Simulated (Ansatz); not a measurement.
# GeH2: atomisation energy in Python

How much energy holds GeH2 together? The task is an atomisation energy, for GeH2.

All numbers are computed with Ansatz 0.2.0, driven from Python. Level of theory: MP2/cc-pVDZ.

### 1 The structure

Bond lengths: Ge1–H2 1.607 Å, Ge1–H3 1.607 Å. Angles: H2–Ge1–H3 86.5°.

The script reads geh2.xyz:

```xyz
3

Ge   -0.59530    0.42319   -0.27532
H     0.78114    0.70712    0.50384
H    -0.18584   -1.13030   -0.22853
```

### 2 Script

tae_geh2.py reads:

```python
# -*- coding: utf-8 -*-
"""Energy to split GeH2 into its atoms."""

from collections import Counter

import ansatz as az


def energy(molecule, charge=0, unpaired=0):
    calc = (
        molecule.calculation()
        .basis(gaussian="cc-pVDZ")
        .correlation("mp2", electrons="valence")
    )
    if charge:
        calc = calc.charge(charge)
    if unpaired:
        calc = calc.spin("collinear", total=unpaired)
    return calc.run().report["free_energy_ev"]

system = az.Crystal.molecule_from_extxyz("geh2.xyz")

# unpaired electrons of the ground-state atoms
unpaired = {"Ge": 2, "H": 1}
counts = Counter(site.symbol for site in system.cartesian_sites)
atom_energy = {s: energy(az.Crystal.molecule().atom(s, (0, 0, 0)), 0, unpaired[s]) for s in counts}
whole = energy(system, 0, 0)
for s, e in atom_energy.items():
    print(f"{s:2s} x{counts[s]}  {e:14.5f} eV")
print(f"GeH2: {whole:.5f} eV")
split = sum(counts[s] * e for s, e in atom_energy.items()) - whole
print(f"atomisation energy (no zero-point term): {split:.3f} eV, {split / sum(counts.values()):.3f} eV an atom")
```

### 3 The calls as engine input

The engine receives this input (first run):

```yaml
crystal:
  periodic: [false, false, false]
  atoms:
    - { symbol: Ge, position_ang: [0.0, 0.0, 0.0] }
basis:
  gaussian:
    orbitals: cc-pVDZ
magnetization:
  spin_polarized: true
  initial_magnetization: 2.0
correlation:
  method: mp2
  electrons: valence
```

### 4 Launch

Launch:

```console
python tae_geh2.py
```

**Question.** What does it cost to take this molecule apart into atoms?

**Answer**, as computed:

| quantity | value |
| --- | --- |
| atomisation energy, no zero point | 5.403 eV |
| runs compared | 3 |

In words: Zero-point motion and spin-orbit terms of the atoms are left out, and both would lower it. 5.403 eV from the electronic energies, without the zero-point term. What to keep in mind:
- The geometry is a force-field or estimated start, not a minimum of this method, and the basis set is short of its limit. All parts are taken at fixed geometry, without zero-point energy.
- In double-zeta sets correlated atomisation energies come out some 10 to 15 % low.
